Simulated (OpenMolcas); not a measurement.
# Ag⁴⁺ among point charges: CASSCF and CASPT2 levels and susceptibility

How does a field of 6 point charges split the states of Ag⁴⁺, and what χT follows?

The numbers are computed with OpenMolcas 26.06 (state-averaged CASSCF and CASPT2, spin-orbit coupling by RASSI with atomic mean-field integrals), except any that are marked as measured or tabulated.

## (1) The system

```
Species                           : Ag⁴⁺ (silver, Z = 47, 43 electrons)
Basis                             : ANO-RCC-VDZP [6s5p3d1f], 43 functions
Scalar Hamiltonian                : DKH2, point nucleus
Inactive shells                   : 1s 2s 2p 3s 3p 3d 4s 4p
Active space                      : 7 electrons in 5 orbitals (4d)
Some configurations of this space : 4d7
Orbitals                          : optimised for each spin and parity, averaged over all roots
```

Outer shells as boxes (Hund's rule):

4d7
```
4d [↑↓][↑↓][↑ ][↑ ][↑ ]
```

The ion sits among 6 point charges of -1.7 e arranged as a trigonal antiprism (D3d), 1.87 Å from the ion, with a polar angle of 63.0° against the regular 54.74°.

The work runs as a chain of OpenMolcas steps in one folder; each step below is one input file. Labels, J, g values, rates, χT and fits are worked out afterwards by a script from the matrices that RASSI stores. The input lists half of the charges; inversion (Group=XYZ) makes the rest.

## (2) GATEWAY and SEWARD: basis and integrals

File a.inp:

```
&GATEWAY
Coord
1

Ag 0.0 0.0 0.0
Basis=ANO-RCC-VDZP
Group=XYZ
NoMove
AngMom=0.0 0.0 0.0
AMFI
XField
3 Angstrom 0
0.000000 1.665381 0.850534 -1.700000
1.442262 -0.832690 0.850534 -1.700000
1.442262 0.832690 -0.850534 -1.700000
&SEWARD
```

On the command line:

```sh
$ OMP_NUM_THREADS=1 MOLCAS_MEM=1689 MOLCAS_PROJECT=a pymolcas a.inp > a.log
```

## (3) Reference wave functions, quartets of even parity, 10 roots

File a.inp:

```
&RASSCF
FileOrb=start.orb
Symmetry=1
Spin=4
nActEl=7 0 0
Inactive=9 9
Ras2=5 0
CIRoot=10 10 1
SDav=10
CIMx=300
Iter=120 100
PrWF=0.3
OrbListing=Nothing
MaxOrb=0
>>> COPY $Project.JobIph JOB001
```

start.orb holds the contracted functions of the basis, ordered by shell, or the orbitals of the step before.

## (4) CASSCF: doublets of even parity, 40 roots

File a.inp:

```
&RASSCF
FileOrb=start.orb
Symmetry=1
Spin=2
nActEl=7 0 0
Inactive=9 9
Ras2=5 0
CIRoot=40 40 1
SDav=40
CIMx=300
Iter=120 100
PrWF=0.3
OrbListing=Nothing
MaxOrb=0
>>> COPY $Project.JobIph JOB002
```

## (5) RASSI: spin-orbit coupling between the states

File a.inp:

```
&RASSI
NrOfJobIphs=2 10 40
1 2 3 4 5 6 7 8 9 10
1 2 3 4 5 6 7 8 9 10 11 12 13 14 15 16 17 18 19 20 21 22 23 24 25 26 27
28 29 30 31 32 33 34 35 36 37 38 39 40
IphNames
JOB001
JOB002
EJob
SpinOrbit
DIPRint=1.0
SOCoupling=1000.0
Subsets=2
Property=9
'ANGMOM' 1 'ANGMOM' 2 'ANGMOM' 3 'MLTPL  1' 1 'MLTPL  1' 2 'MLTPL  1' 3
'AMFI' 1 'AMFI' 2 'AMFI' 3
SOProperty=3
'ANGMOM' 1 'ANGMOM' 2 'ANGMOM' 3
```

## (6) CASPT2: IPEA 0.25, imaginary shift 0.1 (closed shells correlated: 4s 4p)

File a.inp:

```
>>> COPY JOB001 $Project.JobIph
&CASPT2
Multistate=10 1 2 3 4 5 6 7 8 9 10
NoMult
Frozen=8 6
IPEA=0.25
Imaginary=0.1
MaxIter=60
WThr=0.0 0.3 0.05
PrWF=0.5
NoMix
>>> COPY JOB002 $Project.JobIph
&CASPT2
Multistate=40 1 2 3 4 5 6 7 8 9 10 11 12 13 14 15 16 17 18 19 20 21 22
23 24 25 26 27 28 29 30 31 32 33 34 35 36 37 38 39 40
NoMult
Frozen=8 6
IPEA=0.25
Imaginary=0.1
MaxIter=60
WThr=0.0 0.3 0.05
PrWF=0.5
NoMix
```

(Steps that only read results are left out.)

Q: Predict the outcome of this session. Wanted: spin-free ground state; first state of the same spin within the active space; lowest level; next level.

The runs gave:

```
                                            quantity                                                                        value
                                              method  SS-CASPT2, IPEA 0.25, imaginary shift 0.1 (closed shells correlated: 4s 4p)
                              spin-free ground state                                               4E, 2-fold in its orbital part
first state of the same spin within the active space                                                              4A2 at 854 cm⁻¹
                                        lowest level                                            2-fold E1/2, g = 1.26, 5.89, 5.89
                                          next level                                                                   643.0 cm⁻¹
                                         χT at 300 K                                                               3.60 cm³ K/mol
                           effective moment at 300 K                                                                      5.37 μB
```

Cost by method:

| method | time of its own steps | time with the reference |
| --- | --- | --- |
| A. CASSCF | 24 s | 24 s |
| B. SS-CASPT2, IPEA 0.25, imaginary shift 0.1, +4s 4p | 6 s | 30 s |

Times are of one thread on a shared host.

**Reading.** The spin-free ground state (4E) comes to 91 % from free-ion F terms and keeps the highest spin of the shell. χT at 300 K is 3.60, against 1.88 cm³ K/mol for the spin alone, so orbital moment adds to it. An active space of the d shell alone favours high spin; real ions in strong fields can be low spin. CASPT2 does not keep the components of a term degenerate, and the means are used. The field of point charges can differ much from that of real complexes. With metal d orbitals alone active, the gaps between spin states are rough; where two lie within a few thousand cm-1, their order is open. Point charges carry no covalency, so the field is a model and not that of real ligands.
